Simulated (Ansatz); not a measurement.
# H10CO5: the cost of one run

Method: DFT PBE, plane waves, PAW, scalar-relativistic, no spin polarisation, in Ansatz 0.2.0.

## Step 1: The system as given

The cell holds 16 atoms (CH10O5): a = 5.251 Å, b = 5.251 Å, c = 5.251 Å, α = 90.00°, β = 90.00°, γ = 90.00°.

Structure file:

```xyz
16
Lattice="5.2512 0.0000 0.0000 0.0000 5.2512 0.0000 0.0000 0.0000 5.2512" Properties=species:S:1:pos:R:3 pbc="T T T"
O     4.6755    1.5429    1.1709
H     4.7560    1.9648    0.3028
H     5.0204    0.6489    1.0299
O     3.0576    1.5607    3.8354
H     2.2331    1.4866    3.3326
H     3.0352    2.4615    4.1908
O     1.9977    4.6526    2.4676
H     1.1670    4.3047    2.1112
H     2.5777    3.8780    2.5087
O     2.1416    2.1451    1.3175
H     1.7163    2.3993    0.4852
H     2.3200    1.1992    1.2101
O     5.3827    5.5500    4.1470
C     4.8312    4.5490    4.5743
H     4.2416    3.8800    3.9238
H     4.8896    4.2540    5.6363
```

## Step 2: Preparing the start

input.yaml

```yaml
accuracy: low
crystal:
  lattice:
    - [5.251171, 0.0, 0.0]
    - [0.0, 5.251171, 0.0]
    - [0.0, 0.0, 5.251171]
  atoms:
    - { symbol: O, position: [0.8903807, 0.2938297, 0.222985] }
    - { symbol: H, position: [0.9057046, 0.374164, 0.0576598] }
    - { symbol: H, position: [0.956046, 0.1235729, 0.1961233] }
    - { symbol: O, position: [0.5822689, 0.2972166, 0.7303943] }
    - { symbol: H, position: [0.425258, 0.2831051, 0.634638] }
    - { symbol: H, position: [0.5780032, 0.4687507, 0.7980605] }
    - { symbol: O, position: [0.3804275, 0.8860067, 0.4699122] }
    - { symbol: H, position: [0.2222337, 0.8197521, 0.4020453] }
    - { symbol: H, position: [0.4908786, 0.7384934, 0.4777374] }
    - { symbol: O, position: [0.4078368, 0.408508, 0.2508908] }
    - { symbol: H, position: [0.3268347, 0.4569021, 0.0924057] }
    - { symbol: H, position: [0.4418108, 0.2283723, 0.2304525] }
    - { symbol: O, position: [1.0250403, 1.0569113, 0.7897274] }
    - { symbol: C, position: [0.9200186, 0.8662919, 0.8711011] }
    - { symbol: H, position: [0.8077453, 0.738885, 0.747231] }
    - { symbol: H, position: [0.9311448, 0.8101122, 1.0733428] }
basis:
  ecutwfc: 420.0
kpoints:
  mp_grid: { grid: [1, 1, 1] }
hamiltonian:
  xc: pbe
scf:
  occupations: { method: fermi_dirac, width: 0.02 }
  lower_state_search: "off"
relax:
  f_tol: 0.3
  max_steps: 15
  adjacent_minimum: "off"
```

On the command line:

```console
ansatz run input.yaml --threads 1 --pin off --max-ram 3072MiB --backend cpu --events-out ev --progress --plain --runs-dir out
```

What time and memory should one allow on 1 thread of Arm Neoverse V1, shared host?

About 13 s, with a peak of 0.28 GiB.
